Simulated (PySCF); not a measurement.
# Ge2H7PSe: the cost of one run

The runs use PySCF 2.14.0, with density-fitted response routines of our own; the level of theory stands in each step. All values are computed, except where a source is named. Atoms are numbered from 0 throughout.

### Step 1. The molecule as given

11 atoms, charge 0, multiplicity 1; geometry from: GFN2-xTB. The atoms were then displaced at random by about 0.01 Å, so the start is not that level's minimum.

Bonds of the start (Å): P0–Ge1 2.30, Ge1–Se2 2.39, Se2–Ge3 2.28, P0–H4 1.42, P0–H5 1.39, Ge1–H6 1.52, Ge1–H7 1.52, Ge3–H8 1.54, Ge3–H9 1.50, Ge3–H10 1.49.

### Step 2. Geometry optimisation at PBE0-D3(BJ)/def2-SVP

The job: settings as JSON, then the geometry in Å.

```
{"job": {"xc": "PBE0", "basis": "def2-SVP", "d3": "d3bj", "grid": 1, "shake": 0.01, "kind": "geom"}, "charge": 0, "multiplicity": 1}
P      2.282560     1.005260    -0.611310
Ge     1.244270    -0.957940    -0.012280
Se    -0.537890    -0.860120     1.573300
Ge    -2.026720     0.146030     0.173230
H      1.039060     1.656640    -0.842470
H      2.317630     1.472420     0.699550
H      0.724800    -1.690720    -1.232660
H      2.258810    -1.916070     0.601530
H     -3.412780     0.017610     0.826290
H     -2.072550    -0.505730    -1.171480
H     -1.779070     1.606790    -0.019380
```

The run is started by

```sh
$ OMP_NUM_THREADS=1 python probes_run.py task.json out
```

One launch serves the whole session: the jobs run in the order shown.

Q: Estimate the wall time and peak memory of this first job on 1 thread of Intel Xeon Platinum 8259CL at 2.50GHz, shared host.

About 1.9 min, with a peak of 0.73 GiB.
